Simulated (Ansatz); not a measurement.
# CH5FOSi (SMILES CO[SiH2]F): BCCD(T)/def2-SVP

What is the vertical ionisation energy of CH5FOSi at BCCD(T)/def2-SVP? 

The calculation is run with Ansatz 0.2.0.

128 further runs of the same task are left out: 128 set aside as unsound or not needed. Runs told in other sessions of the task aren't counted.

**1. The system as given**

CH5FOSi has 9 atoms, charge 0, and is taken as a singlet. SMILES: `CO[SiH2]F`. The coordinates come from a PBE0-D4/def2-TZVP relaxation. This is one conformer, not always the lowest.

Bond lengths: C1–O2 1.412 Å, O2–Si3 1.623 Å, Si3–F4 1.598 Å, C1–H5 1.094 Å, C1–H6 1.091 Å, C1–H7 1.096 Å, Si3–H8 1.474 Å, Si3–H9 1.483 Å. Some angles: C1–O2–Si3 125.2°, O2–Si3–F4 111.1°, O2–C1–H5 110.6°, O2–C1–H6 108.3°, O2–C1–H7 111.7°, O2–Si3–H8 106.8°, O2–Si3–H9 110.6°, F4–Si3–H8 108.2°, F4–Si3–H9 105.9°, H5–C1–H6 108.8°.

**2. The energy at BCCD(T)/def2-SVP**

molecule.yaml reads:

```yaml
crystal:
  periodic: [false, false, false]
  atoms:
    - {symbol: C, position_ang: [-0.280200, 1.150700, -0.688400]}
    - {symbol: O, position_ang: [-0.743600, -0.064200, -0.138000]}
    - {symbol: Si, position_ang: [0.168900, -1.127700, 0.679900]}
    - {symbol: F, position_ang: [1.202000, -1.865200, -0.290100]}
    - {symbol: H, position_ang: [0.189600, 0.979000, -1.660800]}
    - {symbol: H, position_ang: [-1.135900, 1.813600, -0.823000]}
    - {symbol: H, position_ang: [0.443400, 1.643500, -0.029000]}
    - {symbol: H, position_ang: [-0.748200, -2.141700, 1.231900]}
    - {symbol: H, position_ang: [0.992400, -0.434200, 1.700300]}
basis:
  gaussian:
    orbitals: def2-SVP
correlation:
  method: bccd_t
  frozen_orbitals: {C: 1, F: 1, H: 0, O: 1, Si: 5}
accuracy: high
scf:
  omitted_lower_state_checks: [cluster_reference, increment]
```

On the command line:

```bash
$ ansatz run molecule.yaml --threads 1 --pin off --max-ram 3480MiB --events-out events.jsonl --progress --plain --runs-dir runs
```

The program printed, shortened:

```text
Warning: RAYON_NUM_THREADS=1 ignored (pool sized by the plan → 1); use --threads N
Functional definition: HF
  name "HF"
[...]
1923 factors; integrals over basis functions are off by at most 3.8e-9 eV
[...]
mean field -13710.29221787 eV, -503.8439458370 hartree, gradient 1.4e-8 eV, S^2 0.000000; 0 other end points of the search recorded, 0 dependent functions left out
8 core orbitals not correlated: weight in the atoms' cores, before any rotation towards them, 1.000 or more for the frozen orbitals, at most 0.000 for the correlated occupied ones
reference -13710.29221787 eV, -503.8439458370 hartree; 13, 13 occupied and 64, 64 virtual orbitals, 1923 factors
second order -16.56210889 eV of doubles, -0.00000000 eV of singles
cycle   1  -17.04840906 eV  change   -4.9e-1 eV  update   9.1e-2
[...]
cycle  19  -17.53516814 eV  change   3.6e-11 eV  update   2.0e-9
perturbative correction -0.38931825 eV, -0.0143071819 hartree
Total energy: -13728.21670426 eV, -504.5026585622 hartree
Checks for a lower state left out: cluster_reference, increment
```

Run time: 26 s. Hardware: 1 thread of Arm Neoverse V2, shared host; peak memory 0.65 GiB.

**3. The doublet cation**

run.yaml reads:

```yaml
crystal:
  periodic: [false, false, false]
  atoms:
    - {symbol: C, position_ang: [-0.280200, 1.150700, -0.688400]}
    - {symbol: O, position_ang: [-0.743600, -0.064200, -0.138000]}
    - {symbol: Si, position_ang: [0.168900, -1.127700, 0.679900]}
    - {symbol: F, position_ang: [1.202000, -1.865200, -0.290100]}
    - {symbol: H, position_ang: [0.189600, 0.979000, -1.660800]}
    - {symbol: H, position_ang: [-1.135900, 1.813600, -0.823000]}
    - {symbol: H, position_ang: [0.443400, 1.643500, -0.029000]}
    - {symbol: H, position_ang: [-0.748200, -2.141700, 1.231900]}
    - {symbol: H, position_ang: [0.992400, -0.434200, 1.700300]}
basis:
  gaussian: {orbitals: def2-SVP}
total_charge: 1
magnetization: {spin_polarized: true, initial_magnetization: 1}
correlation: {method: bccd_t, frozen_orbitals: {C: 1, F: 1, H: 0, O: 1, Si: 5}}
accuracy: high
scf: {omitted_lower_state_checks: [cluster_reference, increment]}
```

On the command line:

```bash
$ ansatz run run.yaml --threads 1 --pin off --max-ram 3480MiB --events-out events.jsonl --progress --plain --runs-dir runs
```

The program printed, shortened:

```text
Warning: RAYON_NUM_THREADS=1 ignored (pool sized by the plan → 1); use --threads N
[... 2 set-up lines as earlier in the session ...]
[...]
1923 factors; integrals over basis functions are off by at most 3.8e-9 eV
[...]
mean field -13699.87171989 eV, -503.4609995994 hartree, gradient 3.3e-8 eV, S^2 0.760368; 6 other end points of the search recorded, 0 dependent functions left out
8 core orbitals not correlated: weight in the atoms' cores, before any rotation towards them, 1.000 or more for the frozen orbitals, at most 0.000 for the correlated occupied ones
reference -13699.87171989 eV, -503.4609995994 hartree; 13, 12 occupied and 64, 65 virtual orbitals, 1923 factors
second order -15.32263121 eV of doubles, -0.00000000 eV of singles
cycle   1  -16.06503600 eV  change   -7.4e-1 eV  update   1.1e-1
[...]
cycle  48  -16.65121477 eV  change   6.8e-10 eV  update   1.4e-9
perturbative correction -0.42709371 eV, -0.0156954042 hartree
Total energy: -13716.95002837 eV, -504.0886158600 hartree
Checks for a lower state left out: cluster_reference, increment
```

It took 2.7 min on 1 thread of Arm Neoverse V2, shared host; peak memory 1.2 GiB.

**4. Results**

At BCCD(T)/def2-SVP, 8 core orbitals frozen:

| quantity | value |
| --- | --- |
| singlet CH5FOSi: total energy | -504.50266 Eh |
| singlet CH5FOSi: correlation energy (8 core orbitals frozen) | -658.7 mEh |
| singlet CH5FOSi: (T) correction | -14.31 mEh |
| doublet cation: total energy | -504.08862 Eh |
| doublet cation: correlation energy (8 core orbitals frozen) | -627.6 mEh |
| doublet cation: (T) correction | -15.70 mEh |
| doublet cation: ⟨S²⟩ of the reference determinant | 0.760 |
| vertical ionisation energy (to the doublet cation) | 11.267 eV |

In words: The vertical ionisation energy comes to 11.27 eV (260 kcal/mol). The triples (singlet CH5FOSi) make up 2.2 % of the correlation energy. The triples (doublet cation) make up 2.5 % of the correlation energy.
